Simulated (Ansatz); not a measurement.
This script makes cell relaxations under several functionals of Y₃Mg, space group Fm-3m with Ansatz 0.2.0 through its Python package.

`y3mg.py`:
```python
# -*- coding: utf-8 -*-
"""How the lattice of Y3Mg depends on the functional."""

import ansatz as az
from ase import Atoms
import numpy as np

def edges_and_angles(cell):
    cell = np.asarray(cell)
    a, b, c = np.linalg.norm(cell, axis=1)
    cosines = cell[1] @ cell[2] / (b * c), cell[0] @ cell[2] / (a * c), cell[0] @ cell[1] / (a * b)
    return (a, b, c, *np.degrees(np.arccos(cosines)))

atoms = Atoms(
    ["Y", "Y", "Y", "Mg"],
    scaled_positions=[
        (0.5, 0.5, 0.5),
        (0.25, 0.25, 0.25),
        (0.75, 0.75, 0.75),
        (0.0, 0.0, 0.0),
    ],
    cell=[
        (0.0, 3.918549, 3.918549),
        (3.918549, 0.0, 3.918549),
        (3.918549, 3.918549, 0.0),
    ],
    pbc=True,
)
structure = az.Crystal.from_ase(atoms)

base = structure.calculation()
base = base.kpoints(5, 5, 5).basis(530, density_ratio=4)
base = base.scf(tolerance=1e-06).occupations(az.OccupationsMethod.COLD, width=0.1)
base = base.relax(cell=True, force_tolerance=0.05)

levels = [("pbesol", "none"), ("blyp", "d3bj"), ("pbesol", "d3bj")]
print("level            a       b       c    alpha   beta  gamma  V/atom  steps")
for name, dispersion in levels:
    seen = []
    run = base.functional(name, dispersion=dispersion).session().plan()
    result = run.execute(on_event=lambda e: seen.append(e) if e["event"] == "relax_step" else None)
    cell = result.lattice.cell_ang
    label = name if dispersion == "none" else f"{name}+{dispersion}"
    print("{:13s} {:7.4f} {:7.4f} {:7.4f} {:6.2f} {:6.2f} {:6.2f}".format(label, *edges_and_angles(cell)), f"{abs(np.linalg.det(cell)) / len(result.lattice.sites):7.3f} {len(seen):5d}")
```

Rank the levels of theory by the volume of the relaxed cell.

From smallest to largest: PBEsol+D3BJ (27.09 Å³ an atom, -10.0 % against the start), BLYP+D3BJ (27.34 Å³ an atom, -9.1 % against the start) and PBEsol (28.63 Å³ an atom, -4.8 % against the start). The spread is 5.7 % in volume.

The output:

```console
$ python y3mg.py
level            a       b       c    alpha   beta  gamma  V/atom  steps
DeckWarning: scf.convergence.dr2_threshold = 1e-6 eV is looser than this run's default, which is 1e-7 eV or tighter. The error in the forces grows as the threshold's square root, so leave the key out unless less accurate forces are enough
DeckWarning: relax.cell: scf.convergence.dr2_threshold = 1e-6 eV is looser than the 4e-10 eV advised for a relaxation that steers and ends on the stress (1e-10 eV for each atom of the cell: 4). What an SCF threshold leaves in a stress goes as its square root, and in the free energy as the threshold itself, and one [...]
pbesol         5.4506  5.4506  5.4506  60.00  60.00  60.00  28.626     4
blyp+d3bj      5.3677  5.3677  5.3677  60.00  60.00  60.00  27.340     4
pbesol+d3bj    5.3513  5.3513  5.3513  60.00  60.00  60.00  27.089     4
```
(Warnings from the package without file and line, shortened.)

The settings weren't tested for convergence. Forces vanish by symmetry, so the ions can't move, and the end may be a saddle. BLYP and dispersion corrections can be off by several per cent in the lattices of metals, and by several GPa in the pressure at a fixed cell. The mesh is modest for a metal, so energies can be off by several to tens of meV an atom and pressures by half a GPa or more; differences at equal mesh fare better. Edges and angles are those of the cell as typed, here a primitive one, not of the conventional cell. The structure comes from a database of computed cells and needn't be a stable or known phase. Wall time of the script: 30 s on 1 thread of Intel(R) Xeon(R) Processor @ 2.30GHz (shared host), peak memory 0.69 GiB.

(A comment or docstring line of the script was reworded after the run, the code is as it ran.)
